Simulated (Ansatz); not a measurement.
# CCSD(T)/def2-SVP run of CH7ClSi2 (SMILES [SiH3]C[SiH2]Cl)

Aim: the energy change on altering one bond length of CH7ClSi2 at CCSD(T)/def2-SVP, from 2 runs. 

The results are computed with Ansatz 0.2.0.

49 further runs of the same task are left out: 49 set aside as unsound or not needed.

## Step 1: Starting point

CH7ClSi2 has 11 atoms, charge 0, and is taken as a singlet. SMILES: `[SiH3]C[SiH2]Cl`. The shape is that of a PBE0-D4/def2-TZVP optimisation. This is one conformer, not always the lowest.

Bond lengths: Si1–C2 1.877 Å, C2–Si3 1.856 Å, Si3–Cl4 2.062 Å, Si1–H5 1.486 Å, Si1–H6 1.487 Å, Si1–H7 1.487 Å, C2–H8 1.095 Å, C2–H9 1.095 Å, Si3–H10 1.483 Å, Si3–H11 1.483 Å. Some angles: Si1–C2–Si3 114.4°, C2–Si3–Cl4 110.3°, Si1–C2–H8 108.8°, Si1–C2–H9 108.8°, Si3–C2–H8 108.7°, Si3–C2–H9 108.7°, C2–Si1–H5 110.5°, C2–Si1–H6 110.2°, C2–Si1–H7 110.2°, C2–Si3–H10 111.0°.

## Step 2: The energy at CCSD(T)/def2-SVP

Input file in.yaml:

```yaml
crystal:
  periodic: [false, false, false]
  atoms:
    - symbol: Si
      position_ang: [1.006300, 1.285600, -0.182900]
    - symbol: C
      position_ang: [-0.570400, 0.282700, -0.356100]
    - symbol: Si
      position_ang: [-0.499800, -1.397400, 0.429000]
    - symbol: Cl
      position_ang: [-2.287500, -2.388300, 0.158700]
    - symbol: H
      position_ang: [0.854300, 2.610700, -0.838800]
    - symbol: H
      position_ang: [1.323900, 1.497600, 1.254200]
    - symbol: H
      position_ang: [2.143300, 0.566700, -0.816300]
    - symbol: H
      position_ang: [-1.397400, 0.844300, 0.091100]
    - symbol: H
      position_ang: [-0.797200, 0.162700, -1.420800]
    - symbol: H
      position_ang: [0.561500, -2.228800, -0.187700]
    - symbol: H
      position_ang: [-0.271500, -1.292800, 1.890200]
basis:
  gaussian:
    orbitals: def2-SVP
correlation:
  method: ccsd_t
  frozen_orbitals: {C: 1, Cl: 5, H: 0, Si: 5}
accuracy: high
scf:
  omitted_lower_state_checks: [cluster_reference, increment]
```

Run with:

```
$ ansatz run in.yaml --threads 1 --pin off --max-ram 2610MiB --events-out events.jsonl --progress --plain --runs-dir runs
```

Log (excerpt; [...] marks lines left out):

```text
Warning: RAYON_NUM_THREADS=1 ignored (pool sized by the plan → 1); use --threads N
Functional definition: HF
  name "HF"
[...]
2292 factors; integrals over basis functions are off by at most 1.0e-8 eV
[...]
mean field -29361.39736118 eV, -1079.0114511536 hartree, gradient 3.0e-8 eV, S^2 0.000000; 0 other end points of the search recorded, 0 dependent functions left out
16 core orbitals not correlated: weight in the atoms' cores, before any rotation towards them, 1.000 or more for the frozen orbitals, at most 0.000 for the correlated occupied ones
reference -29361.39736118 eV, -1079.0114511536 hartree; 13, 13 occupied and 74, 74 virtual orbitals, 2292 factors
second order -13.02345825 eV of doubles, -0.00000000 eV of singles
cycle   1  -14.28626861 eV  change    -1.3e0 eV  update   8.2e-2
[...]
cycle  19  -14.77013261 eV  change  -2.3e-10 eV  update   2.3e-9
perturbative correction -0.36774049 eV, -0.0135142138 hartree
Total energy: -29376.53523428 eV, -1079.5677577291 hartree
Checks for a lower state left out: cluster_reference, increment
```

It took 29 s on 1 thread of Arm Neoverse V2, shared host; peak memory 0.67 GiB.

## Step 3: The distorted shape, same level

Input file molecule.yaml:

```yaml
crystal:
  periodic: [false, false, false]
  atoms:
    - symbol: Si
      position_ang: [0.847489, 1.179593, -0.901498]
    - symbol: C
      position_ang: [-0.729211, 0.176693, -1.074698]
    - symbol: Si
      position_ang: [-0.658611, -1.503407, -0.289598]
    - symbol: Cl
      position_ang: [-2.446311, -2.494307, -0.559898]
    - symbol: H
      position_ang: [0.695489, 2.504693, -1.557398]
    - symbol: H
      position_ang: [1.323900, 1.497600, 1.254200]
    - symbol: H
      position_ang: [1.984489, 0.460693, -1.534898]
    - symbol: H
      position_ang: [-1.556211, 0.738293, -0.627498]
    - symbol: H
      position_ang: [-0.956011, 0.056693, -2.139398]
    - symbol: H
      position_ang: [0.402689, -2.334807, -0.906298]
    - symbol: H
      position_ang: [-0.430311, -1.398807, 1.171602]
basis:
  gaussian: {orbitals: def2-SVP}
correlation: {method: ccsd_t, frozen_orbitals: {C: 1, Cl: 5, H: 0, Si: 5}}
accuracy: high
scf: {omitted_lower_state_checks: [cluster_reference, increment]}
```

Run with:

```
$ ansatz run molecule.yaml --threads 1 --pin off --max-ram 2610MiB --events-out events.jsonl --progress --plain --runs-dir runs
```

Log (excerpt; [...] marks lines left out):

```text
Warning: RAYON_NUM_THREADS=1 ignored (pool sized by the plan → 1); use --threads N
[... 2 set-up lines as earlier in the session ...]
[...]
2277 factors; integrals over basis functions are off by at most 9.8e-9 eV
[...]
mean field -29359.17805767 eV, -1078.9298932539 hartree, gradient 7.6e-8 eV, S^2 0.000000; 0 other end points of the search recorded, 0 dependent functions left out; unrestricted orbitals would lower it
16 core orbitals not correlated: weight in the atoms' cores, before any rotation towards them, 1.000 or more for the frozen orbitals, at most 0.000 for the correlated occupied ones
reference -29359.17805767 eV, -1078.9298932539 hartree; 13, 13 occupied and 74, 74 virtual orbitals, 2277 factors
second order -13.11019953 eV of doubles, -0.00000000 eV of singles
cycle   1  -14.39940356 eV  change    -1.3e0 eV  update   9.6e-2
[...]
cycle  21  -14.99036083 eV  change  -2.7e-10 eV  update   1.7e-9
perturbative correction -0.40597718 eV, -0.0149193861 hartree
Total energy: -29374.57439568 eV, -1079.4956982397 hartree
Checks for a lower state left out: cluster_reference, increment
```

It took 31 s on 1 thread of Arm Neoverse V2, shared host; peak memory 0.67 GiB.

## Step 4: Results

At CCSD(T)/def2-SVP, 16 core orbitals frozen:

```
                                                          quantity           value
                                         first shape: total energy  -1079.56776 Eh
         first shape: correlation energy (16 core orbitals frozen)      -556.3 mEh
                                       first shape: (T) correction      -13.51 mEh
                                        first shape: T1 diagnostic           0.009
                                     distorted shape: total energy  -1079.49570 Eh
     distorted shape: correlation energy (16 core orbitals frozen)      -565.8 mEh
                                   distorted shape: (T) correction      -14.92 mEh
                                    distorted shape: T1 diagnostic           0.013
energy change with the Si1–H6 bond stretched from 1.487 to 2.230 Å        1.961 eV
```

One bond (distorted shape) is far stretched, which a spin-restricted single reference describes badly; perturbation theory on it can break down and give far too much correlation. With the Si1–H6 bond stretched from 1.487 to 2.230 Å the energy rises by 1.96 eV (45 kcal/mol). The first shape isn't relaxed at this level, so the change isn't measured from a minimum. A restricted reference can't describe the breaking bond well at this length. The triples (first shape) make up 2.4 % of the correlation energy. The restricted solution (distorted shape) is unstable to spin breaking: an unrestricted one lies lower. The triples (distorted shape) make up 2.6 % of the correlation energy.
